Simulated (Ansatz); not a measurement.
What does this script print? It uses Ansatz 0.2.0 through its Python package.

`partial.py`:
```python
from collections import Counter
import itertools
import json

import ansatz
import numpy as np

capbf6 = (
    ansatz.Lattice.fcc(8.476)
    .space_group(225)
    .atom('Ca', (0.5, 0.0, 0.0))
    .atom('Pb', (0.0, 0.0, 0.0))
    .atom('F', (0.25, 0.0, 0.0))
    .primitive()
)

setup = (
    capbf6.calculation()
    .functional('pbesol')
    .pseudopotentials('paw')
    .kpoints(3)
    .occupations('fixed')
    .band_densities([('v2', 'v1'), ('c1', 'c2')])
)
outcome = setup.run(events_out='events.ndjson')
rep = outcome.report
with open('events.ndjson') as stream:
    kinds = Counter(json.loads(line)['event'] for line in stream)
print('events:', {kind: kinds[kind] for kind in ('scf_iter', 'scf_done', 'notice', 'finished')})
cell = np.asarray(outcome.lattice.cell_ang)
for names, window in zip([('v2', 'v1'), ('c1', 'c2')], outcome.band_densities().windows):
    density = window.outcome.density
    rho = density.channels[0].density_e_per_ang3
    axes = density.fft_grid_basis @ cell
    points = np.stack(np.meshgrid(*(np.arange(n) / n for n in rho.shape), indexing='ij'), axis=-1)
    print('bands', names, 'electrons', np.round(window.outcome.n_electrons, 3), 'peak', round(float(rho.max()), 3), 'e/A^3')
    for index, site in enumerate(outcome.lattice.sites):
        offset = points - np.asarray(site.position_ang) @ np.linalg.inv(axes)
        offset -= np.round(offset)
        distance = np.min([np.linalg.norm((offset + image) @ axes, axis=-1) for image in itertools.product((-1, 0, 1), repeat=3)], axis=0)
        print(f'   {index} {site.symbol:2s} {100 * rho[distance < 1.2].sum() / rho.sum():5.1f} % within 1.2 A')
```

```console
$ python partial.py
DeckWarning: basis.ecutwfc = 420 eV, auto-derived from the records' recommended cutoffs: set by Ca (normal level)
events: {'scf_iter': 6, 'scf_done': 1, 'notice': 2, 'finished': 1}
bands ('v2', 'v1') electrons [4.] peak 1.316 e/A^3
   0 Ca   0.2 % within 1.2 A
   1 Pb   0.2 % within 1.2 A
   2 F   15.9 % within 1.2 A
   3 F   15.9 % within 1.2 A
   4 F   15.9 % within 1.2 A
   5 F   15.9 % within 1.2 A
   6 F   15.9 % within 1.2 A
   7 F   15.9 % within 1.2 A
bands ('c1', 'c2') electrons [4.] peak 1.304 e/A^3
   0 Ca   3.1 % within 1.2 A
   1 Pb  20.3 % within 1.2 A
   2 F    7.1 % within 1.2 A
   3 F    7.1 % within 1.2 A
   4 F    7.1 % within 1.2 A
   5 F    7.1 % within 1.2 A
   6 F    7.1 % within 1.2 A
   7 F    7.1 % within 1.2 A
```
(Warnings from the package without file and line.)

Notes:
- The k-point mesh is coarse, and energy and stress weren't tested for convergence.
- Of the deposited cell: the entry's cell lengths or inner coordinates differ somewhat from later room-temperature determinations.
- Spin-orbit coupling, which matters for elements this heavy, is left out.
- The structure is a deposited one; some such entries were measured under pressure or heat, so a shift against it needn't be the functional's error alone.
- The windows are summed over all k-points with every state counted as full, the empty ones too; where a window cuts a degenerate level its bands share the weight. Values near the nuclei depend on the potentials. Spheres that overlap count density twice, so shares are no populations.
- It ran for 3.2 s on 1 thread of Arm Neoverse V2 (shared host), peak memory 0.43 GiB.
